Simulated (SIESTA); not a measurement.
# TaTi3 under changes of volume

One of the cells (17.905 Å³/atom); the others are scaled copies at fixed shape and fractional positions:

```xyz
4
Lattice="-2.0111 2.0111 4.4271 2.0111 -2.0111 4.4271 2.0111 2.0111 -4.4271" Properties=species:S:1:pos:R:3 pbc="T T T"
Ta    0.0000    0.0000    0.0000
Ti    0.0000    0.0000    4.4271
Ti    2.0111    0.0000    2.2135
Ti    0.0000    2.0111    2.2135
```

The cell comes from a database or a generator and needn't be the stable form of this composition.

| Item | Value |
| --- | --- |
| Program | SIESTA 5.4.2 |
| Functional | PBEsol |
| Potentials or basis | PseudoDojo 0.4 standard (PBEsol files) |
| Basis | DZP (energy shift 0.003 Ry; two zetas on semicore shells) |
| Grid cutoff | 800 Ry |
| Energy shift | 0.003 Ry |
| k mesh | 9 × 9 × 9 |
| Occupations | fermi-dirac, width 0.05 eV |
| Spin | no spin polarisation |

| volume (Å³/atom) | energy over the lowest point (meV/atom) | pressure (GPa) |
| --- | --- | --- |
| 16.501 | 5.75 | 4.2 |
| 16.852 | 0.00 | 1.2 |
| 17.203 | 0.76 | -1.7 |
| 17.905 | 19.82 | -6.6 |
| 18.256 | ? | ? |
| 18.608 | 58.39 | -10.8 |

Question: What does the run at 18.256 Å³/atom give?

Answer: Energy over the lowest point 36.77 meV/atom; pressure -8.8 GPa.

Worked out: A Birch-Murnaghan fit of order 3 (a polynomial in V^(-2/3)) to the other rows has its minimum at 16.98 Å³/atom with B0 = V·E''(V) = 141 GPa and B' = 4.0 at fixed shape and positions, which overstates the stiffness. It gives 36.87 meV/atom at 18.256 Å³/atom, against the run's 36.77, and -dE/dV = -8.8 GPa, against -8.8.

Energies are extrapolated to zero smearing.

Caveats: short orbitals over semicore shells can move pressures by several GPa; the basis of atomic orbitals isn't converged, which shifts pressures, moduli and gaps.
